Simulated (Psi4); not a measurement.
**SnNH2Cl (SMILES [NH2][Sn][Cl]): a chain of runs**

Aim: a series of 10 runs (PBE-D4/def2-SVP, PBE0-D4/def2-TZVP, PBE-D4/def2-TZVPP, r2SCAN-D4/def2-TZVPP, B3LYP-D4/def2-TZVPP, PBE0-D4/def2-TZVPP, wB97M-V/def2-TZVPP, CCSD(T)/def2-TZVPP, and more) of SnNH2Cl. 

The results are computed with Psi4 1.11.

**1. Starting point**

SnNH2Cl: 5 atoms, total charge 0, spin state singlet. SMILES: `[NH2][Sn][Cl]`. Geometry: a GFN2-xTB, rattled relaxation, a rough one for these elements and not checked as a minimum. This is one conformer, not always the lowest. The run starts from this shape.

Bond lengths: N1–Sn2 2.045 Å, Sn2–Cl3 2.299 Å, N1–H4 1.030 Å, N1–H5 0.948 Å. Angles: N1–Sn2–Cl3 97.1°, Sn2–N1–H4 125.9°, Sn2–N1–H5 126.5°, H4–N1–H5 107.4°.

**2. A geometry optimisation at PBE-D4/def2-SVP (density fitting, core potential) (run 1)**

The input, calc.dat:

```
memory 3300 mb

molecule geom {
  0 1
  N     -0.565385     0.438803    -0.340660
  Sn    -0.232703    -0.958921     1.114729
  Cl     2.020384    -1.226815     0.741832
  H      0.147084     0.837453    -0.969158
  H     -1.382063     0.886517    -0.517256
  symmetry c1
}

set basis def2-SVP
set reference rks
set scf_type df
set geom_maxiter 60
set max_force_g_convergence 0.0005

optimize("pbe-d4")
```

On the command line:

```bash
$ psi4 -i calc.dat -o calc.out -n 2
```

calc.out:

```text
[...]
    !!!  WARNING: ECP capability is in beta. Please check occupations closely.  !!!
[...]
  Running in c1 symmetry.
[...]
  Nuclear repulsion =  166.433608880140042
[...]
  Multiplicity = 1
[...]
  Nalpha       = 24
  Nbeta        = 24
[...]
    Number of basis functions: 68
[...]
   @DF-RKS iter   1:  -729.61494185709262   -9.48354e-01   1.45671e-02 DIIS/ADIIS
[...]
    !!!  WARNING: ECP capability is in beta. Please check occupations closely.  !!!
[...]
   @DF-RKS iter   8:  -730.08346395887054   -1.81899e-12   2.64364e-09 DIIS
[...]
  @DF-RKS Final Energy:  -730.08346395887054
   => Energetics <=
    Nuclear Repulsion Energy =            161.6380505354723880
    One-Electron Energy =               -1410.4501340646304470
    Two-Electron Energy =                 572.4353974622906662
    DFT Exchange-Correlation Energy =     -53.7025275542909384
    Empirical Dispersion Energy =          -0.0042503377121283
    VV10 Nonlocal Energy =                  0.0000000000000000
    Total Energy =                       -730.0834639588705386
[...]
  -Total Gradient:
     Atom            X                  Y                   Z
    ------   -----------------  -----------------  -----------------
       1        0.000314206207     0.000023077012    -0.000169748887
       2       -0.000060039672     0.000094939930    -0.000063180996
       3        0.000081947435     0.000048233092    -0.000089998060
       4       -0.000058231516     0.000048000186    -0.000000028513
       5       -0.000040567432    -0.000190395666     0.000223331737
[...]
```

The script printed:

```text
Optimizer: Optimization complete!
```

Run time: 3.7 min. Hardware: 2 threads of Intel Xeon at 2.50GHz (Skylake/Cascade Lake), shared host; peak memory 0.51 GiB.

Steps, from the record of the run:

```
step  energy from the first frame kept (eV)  largest force (eV/Å)
   0                                 0.0000                4.3096
   1                                -0.2767                0.2462
   2                                -0.2829                0.0959
   3                                -0.2842                0.0368
   4                                -0.2845                0.0336
   5                                -0.2847                0.0184
```

After the run. Bond lengths: N1–Sn2 2.048 Å, Sn2–Cl3 2.429 Å, N1–H4 1.026 Å, N1–H5 1.025 Å. Angles: N1–Sn2–Cl3 92.6°, Sn2–N1–H4 122.8°, Sn2–N1–H5 125.3°, H4–N1–H5 111.9°.

**3. A geometry optimisation at PBE0-D4/def2-TZVP (density fitting, core potential) (run 2)**

The input, calc.in:

```
memory 3300 MB

molecule molecule1 {
  0 1
  N     -0.512675     0.439700    -0.331687
  Sn    -0.264902    -0.966652     1.135897
  Cl     2.106890    -1.199050     0.665749
  H      0.258676     0.766852    -0.923308
  H     -1.396822     0.901103    -0.566251
  units angstrom
  symmetry c1
}

set {
  scf_type                df
  geom_maxiter            50
  max_force_g_convergence 0.0002
}

opt('pbe0-d4/def2-TZVP')
```

On the command line:

```bash
$ psi4 calc.in calc.out -n 2
```

calc.out:

```text
[...]
    !!!  WARNING: ECP capability is in beta. Please check occupations closely.  !!!
[...]
  Running in c1 symmetry.
[...]
  Nuclear repulsion =  161.638056248486464
[...]
  Multiplicity = 1
[...]
  Nalpha       = 24
  Nbeta        = 24
[...]
    Number of basis functions: 130
[...]
 WARNING: Atomic UHF is not converging! Try casting from a smaller basis or call Rob at CCMST.
   -------------------------
[...]
   @DF-RKS iter   1:  -729.87477609743132   -1.11577e+00   8.36557e-03 DIIS/ADIIS
[...]
    !!!  WARNING: ECP capability is in beta. Please check occupations closely.  !!!
[...]
   @DF-RKS iter   7:  -730.36670625448778   -1.25056e-12   1.53629e-09 DIIS
[...]
  @DF-RKS Final Energy:  -730.36670625448778
   => Energetics <=
    Nuclear Repulsion Energy =            164.6433024390616424
    One-Electron Energy =               -1416.7220049761967857
    Two-Electron Energy =                 562.5282479138033978
    DFT Exchange-Correlation Energy =     -40.8126336773048735
    Empirical Dispersion Energy =          -0.0036179538511244
    VV10 Nonlocal Energy =                  0.0000000000000000
    Total Energy =                       -730.3667062544877808
[...]
  -Total Gradient:
     Atom            X                  Y                   Z
    ------   -----------------  -----------------  -----------------
       1       -0.000139806600     0.000006265373     0.000035367660
       2        0.000148179829    -0.000021317652    -0.000021106896
       3        0.000069911645     0.000035032478    -0.000060374960
       4        0.000066784838    -0.000038018679     0.000022342393
       5        0.000050293339     0.000005099948    -0.000021684753
[...]
```

The script printed:

```text
Optimizer: Optimization complete!
```

Wall time 2.9 min (2 threads of Intel Xeon at 2.50GHz (Skylake/Cascade Lake), shared host); peak memory 0.78 GiB.

Step by step:

| step | energy from the first frame kept (eV) | largest force (eV/Å) |
| --- | --- | --- |
| 0 | 0.0000 | 0.9564 |
| 1 | -0.0370 | 0.3739 |
| 2 | -0.0406 | 0.0605 |
| 3 | -0.0407 | 0.0114 |
| 4 | -0.0407 | 0.0078 |

After the run. Bond lengths: N1–Sn2 2.004 Å, Sn2–Cl3 2.386 Å, N1–H4 1.009 Å, N1–H5 1.008 Å. Angles: N1–Sn2–Cl3 93.2°, Sn2–N1–H4 122.9°, Sn2–N1–H5 124.9°, H4–N1–H5 112.2°.

Runs 3 to 6 aren't shown in full; the table further down has their settings and results.

**4. Energy and one-electron properties at PBE0-D4/def2-TZVPP (density fitting, core potential) (run 7)**

The input, input.dat:

```
memory 3300 mb

molecule {
  0 1
  N     -0.502868     0.415436    -0.306525
  Sn    -0.256647    -0.962037     1.127964
  Cl     2.074237    -1.203296     0.680976
  H      0.253470     0.738811    -0.891690
  H     -1.376978     0.864578    -0.532032
  symmetry c1
}

set basis def2-TZVPP
set scf_type df
set dft_radial_points 99
set dft_spherical_points 590

e_tot, wfn = energy("pbe0-d4", return_wfn=True)
oeprop(wfn, "DIPOLE", "MULLIKEN_CHARGES", "LOWDIN_CHARGES", "WIBERG_LOWDIN_INDICES")
```

On the command line:

```bash
$ psi4 -n 2 input.dat output.dat
```

output.dat:

```text
[...]
    !!!  WARNING: ECP capability is in beta. Please check occupations closely.  !!!
[...]
  Running in c1 symmetry.
[...]
  Nuclear repulsion =  164.643340064542144
[...]
  Multiplicity = 1
[...]
  Nalpha       = 24
  Nbeta        = 24
[...]
    Number of basis functions: 151
[...]
 WARNING: Atomic UHF is not converging! Try casting from a smaller basis or call Rob at CCMST.
   -------------------------
[...]
   @DF-RKS iter   1:  -729.87612335500933   -1.08365e+00   7.26402e-03 ADIIS/DIIS
[...]
   @DF-RKS iter   9:  -730.36840491522560   -9.12747e-08   5.90822e-07 DIIS
[...]
  @DF-RKS Final Energy:  -730.36840491522560
   => Energetics <=
    Nuclear Repulsion Energy =            164.6433400645421443
    One-Electron Energy =               -1416.7233664151781340
    Two-Electron Energy =                 562.5280078138184763
    DFT Exchange-Correlation Energy =     -40.8127684243252489
    Empirical Dispersion Energy =          -0.0036179540828521
    VV10 Nonlocal Energy =                  0.0000000000000000
    Total Energy =                       -730.3684049152255966
[...]
 Multipole Moments:
 ------------------------------------------------------------------------------------
     Multipole            Electronic (a.u.)      Nuclear  (a.u.)        Total (a.u.)
 ------------------------------------------------------------------------------------
 L = 1.  Multiply by 2.5417464519 to convert [e a0] to [Debye]
 Dipole X            :        -30.5617213           29.3628632           -1.1988581
 Dipole Y            :         -9.1467901            9.4894263            0.3426362
 Dipole Z            :         19.3519153          -19.3615357           -0.0096204
 Magnitude           :                                                    1.2468973
[...]
```

Wall time 89 s (2 threads of Intel Xeon at 2.50GHz (Skylake/Cascade Lake), shared host); peak memory 1.2 GiB.

Atomic charges (e):

```
atom  Löwdin  Mulliken
  N1  -0.010    -0.597
 Sn2  +0.245    +0.683
 Cl3  -0.069    -0.438
  H4  -0.080    +0.184
  H5  -0.086    +0.167
```

Runs 8 to 9 aren't shown in full; the table further down has their settings and results.

**5. The energy at MP2/def2-QZVPP (density fitting, core potential, density fitting for correlation) (run 10)**

The input, clh2nsn.dat:

```
memory 3.3 GB

molecule geom {
  N
  Sn 1 R2
  Cl 2 R3 1 A3
  H 1 R4 2 A4 3 D4
  H 1 R5 4 A5 2 D5

  R2 = 2.00395
  R3 = 2.385587
  A3 = 93.17816
  R4 = 1.009473
  A4 = 122.89395
  D4 = -0.0033
  R5 = 1.008291
  A5 = 112.15988
  D5 = 179.99923
  units angstrom
  symmetry c1
}

set {
  basis def2-QZVPP
  reference rhf
  scf_type df
  num_frozen_docc 10
}

energy_value, wavefunction = energy("mp2", return_wfn=True)
```

On the command line:

```bash
$ psi4 -i clh2nsn.dat -o clh2nsn.out -n 2
```

clh2nsn.out:

```text
[...]
    !!!  WARNING: ECP capability is in beta. Please check occupations closely.  !!!
[...]
  Running in c1 symmetry.
[...]
  Nuclear repulsion =  164.643331909574812
[...]
  Multiplicity = 1
[...]
  Nalpha       = 24
  Nbeta        = 24
[...]
    Number of basis functions: 269
[...]
   @DF-RHF iter   1:  -728.36283101772062   -1.53659e+00   2.78017e-03 DIIS/ADIIS
[...]
   @DF-RHF iter  12:  -728.59908169338519   -3.27418e-11   6.00278e-09 DIIS
[...]
  @DF-RHF Final Energy:  -728.59908169338519
   => Energetics <=
    Nuclear Repulsion Energy =            164.6433319095748118
    One-Electron Energy =               -1416.1854557461219883
    Two-Electron Energy =                 522.9430421431620744
    Total Energy =                       -728.5990816933851875
[...]
 Multipole Moments:
 ------------------------------------------------------------------------------------
     Multipole            Electronic (a.u.)      Nuclear  (a.u.)        Total (a.u.)
 ------------------------------------------------------------------------------------
 L = 1.  Multiply by 2.5417464519 to convert [e a0] to [Debye]
 Dipole X            :         -0.0000086            0.0000187            0.0000101
 Dipole Y            :         33.5682761          -32.3373903            1.2308858
 Dipole Z            :         16.4708665          -16.7746656           -0.3037991
 Magnitude           :                                                    1.2678224
[...]
```

It took 42 s on 2 threads of Intel Xeon at 2.50GHz (Skylake/Cascade Lake), shared host; peak memory 0.7 GiB.

**6. The series**

```csv
run,level,geom maxiter,max force g convergence,energy (Eh),HOMO energy (eV),LUMO energy (eV),HOMO–LUMO gap (eV),wall time
1,"PBE-D4/def2-SVP (density fitting, core potential)",60,0.0005,-730.083464,-5.99,-2.62,3.36,3.7 min
2,"PBE0-D4/def2-TZVP (density fitting, core potential)",50,0.0002,-730.366706,-7.51,-2.08,5.43,2.9 min
3,PBE0-D4/def2-TZVP (density fitting),–,–,timeout,–,–,–,13 min
4,"PBE-D4/def2-TZVPP (density fitting, core potential)",–,–,-730.326180,-6.34,-2.74,3.60,72 s
5,r2SCAN-D4/def2-TZVPP (density fitting),–,–,timeout,–,–,–,2 min
6,"B3LYP-D4/def2-TZVPP (density fitting, core potential)",–,–,-730.675256,-7.35,-2.31,5.04,92 s
7,"PBE0-D4/def2-TZVPP (density fitting, core potential)",–,–,-730.368405,-7.51,-2.09,5.43,89 s
8,wB97M-V/def2-TZVPP (density fitting),–,–,timeout,–,–,–,2 min
9,"CCSD(T)/def2-TZVPP (density fitting, density fitting for correlation)",–,–,timeout,–,–,–,7.9 min
10,"MP2/def2-QZVPP (density fitting, core potential, density fitting for correlation)",–,–,-729.560803,-9.81,0.43,10.23,42 s
```

**7. Outcome**

```
                                                            quantity          value
                                run 10, MP2/def2-QZVPP: total energy  -729.56080 Eh
         run 10, MP2/def2-QZVPP: HOMO energy (Hartree–Fock orbitals)       -9.81 eV
         run 10, MP2/def2-QZVPP: LUMO energy (Hartree–Fock orbitals)        0.43 eV
       run 10, MP2/def2-QZVPP: HOMO–LUMO gap (Hartree–Fock orbitals)       10.23 eV
run 10, MP2/def2-QZVPP: correlation energy (10 core orbitals frozen)     -961.7 mEh
```

What this shows: Over runs 4, 6, 7 the dipole moment (its size) runs from 3.08 D (PBE-D4/def2-TZVPP) to 3.18 D (B3LYP-D4/def2-TZVPP). Over runs 4, 6, 7 the HOMO–LUMO gap runs from 3.60 eV (PBE-D4/def2-TZVPP) to 5.43 eV (PBE0-D4/def2-TZVPP). Totals of different functionals can't be ranked against each other. All runs together took 36 min, the longest 13 min. 4 of the 10 runs did not end normally.
